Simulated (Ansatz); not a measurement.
**GaPHS+ (triplet): the correlation ladder, cc-pVDZ**

Aim: climb from Hartree-Fock through coupled cluster and multireference methods for GaPHS+ (triplet) at one geometry and basis, and see what each rung misses.

The runs use Ansatz 0.2.0, Gaussian basis; cc-pVDZ, core rule «outside noble gas», up to 24 orbitals frozen.

Plan: UHF; CCSD(T) on ROHF; CCSD(T) on UHF; BCCD(T) on ROHF; CISD; CCSDT(Q) on ROHF; CCSDT(Q) on UHF; CASSCF and NEVPT2, 10 electrons in 11 orbitals.

27 further runs of the same task are left out: 6 for a known fault of the program, 9 that didn't finish, 12 set aside as unsound or not needed.

**1. The system**

The geometry is a PBE0/def2-TZVP stationary point (not a proven minimum) of the parent state, kept for this charge and spin. No spin-orbit coupling is included. The filled d shell of Ga may be among the frozen orbitals whatever the setting's name suggests; the logs give the count.

4 atoms, charge 1, spin multiplicity 3.

Atoms are counted from 1 here; the program's logs count them from 0.

Bond lengths: Ga1–P2 2.458 Å, P2–S3 2.082 Å, S3–H4 1.347 Å. Angles: Ga1–P2–S3 86.7°, P2–S3–H4 99.6°.

**2. UHF**

The input, in.yaml:

```yaml
crystal:
  periodic: [false, false, false]
  atoms:
    - {symbol: Ga, position_ang: [0.000000, -0.181071, 1.254308]}
    - {symbol: P, position_ang: [0.000000, 1.130788, -0.824606]}
    - {symbol: S, position_ang: [0.000000, -0.690919, -1.833298]}
    - {symbol: H, position_ang: [0.000000, -0.243652, -3.103616]}
basis:
  gaussian: {orbitals: cc-pVDZ}
total_charge: 1
magnetization: {spin_polarized: true, initial_magnetization: 2}
hamiltonian: {xc: hf}
output: {orbitals: {seedname: orbitals}}
```

Command:

```
ansatz run in.yaml --threads 1 --pin off --events-out ev --progress --plain --max-ram 2393MiB
```

The runs that follow: CCSD(T) on ROHF; CCSD(T) on UHF; BCCD(T) on ROHF; CISD; CCSDT(Q) on ROHF; CCSDT(Q) on UHF; CASSCF and NEVPT2, 10 electrons in 11 orbitals.

Q: Predict the results of all the runs planned. Wanted: UCCSDT(Q) below the RHF energy; RMP2 from UCCSDT(Q); UMP2 from UCCSDT(Q); RCCSD from UCCSDT(Q); RCCSD(T) from UCCSDT(Q); UCCSD(T) from UCCSDT(Q); RCCSDT(Q) from UCCSDT(Q); NEVPT2 valence from UCCSDT(Q); T1 diagnostic.

The runs gave:

| quantity | value |
| --- | --- |
| UCCSDT(Q) below the RHF energy | -8.6421 eV |
| RMP2 from UCCSDT(Q) | +33.88 kcal/mol |
| UMP2 from UCCSDT(Q) | +35.24 kcal/mol |
| RCCSD from UCCSDT(Q) | +8.64 kcal/mol |
| RCCSD(T) from UCCSDT(Q) | +1.62 kcal/mol |
| UCCSD(T) from UCCSDT(Q) | +1.59 kcal/mol |
| RCCSDT(Q) from UCCSDT(Q) | +0.12 kcal/mol |
| NEVPT2 valence from UCCSDT(Q) | +27.57 kcal/mol |
| levels within 1 kcal/mol (43 meV) | RCCSDT, UCCSDT, RCCSDT(Q) |
| T1 diagnostic | 0.034 |
| effectively unpaired electrons | 2.06 |

**Reading.** RCCSD(T) lands +1.62 kcal/mol from the yardstick (0.8 % of the correlation energy). One determinant dominates. These misses are within one basis, not against nature; the frozen cores of restricted and unrestricted runs differ, which can shift their rows.
